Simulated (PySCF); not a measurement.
# C5H4ClFO2S: the cost of one run

Programs: PySCF 2.14.0, with routines of our own; each step states its level. All values are computed. Atoms count from 0.

## 1. The system as given

14 atoms, charge 0, multiplicity 1; geometry from: GFN2-xTB.

## 2. Magnetic properties: GIAO KT3/pcSseg-1

The job: settings as JSON, then the geometry in Å.

```
{"job": {"kind": "mag", "xc": "KT3", "basis": "pcSseg-1", "isotopologues": 0}, "charge": 0, "multiplicity": 1}
C     -2.053323     0.409293    -0.297481
C     -0.608739     0.265871    -0.037958
C      0.306810     1.095753     0.456990
F      0.046884     2.352586     0.852000
C      1.677861     0.628809     0.585354
C      1.861851    -0.625283     0.175964
Cl     3.249185    -1.560115     0.141334
S      0.252451    -1.282128    -0.407002
O      0.288125    -1.524675    -1.816776
O     -0.200869    -2.336137     0.448047
H     -2.248267     0.237744    -1.356291
H     -2.597586    -0.349877     0.264608
H     -2.406230     1.399006    -0.014968
H      2.431169     1.288679     0.984012
```

With the program's defaults for keys left out, this is: GIAO KT3/pcSseg-1 magnetisability, rotational g tensor and spin-rotation constants, non-relativistic, gas phase.

Command:

```sh
OMP_NUM_THREADS=1 python excited_run.py task.json out
```

One launch serves the whole session: the jobs run in the order shown.

Q: Estimate the wall time and peak memory of this first job on 1 thread of Intel Xeon at 2.70GHz, shared host.

About 1.9 min, with a peak of 0.85 GiB.
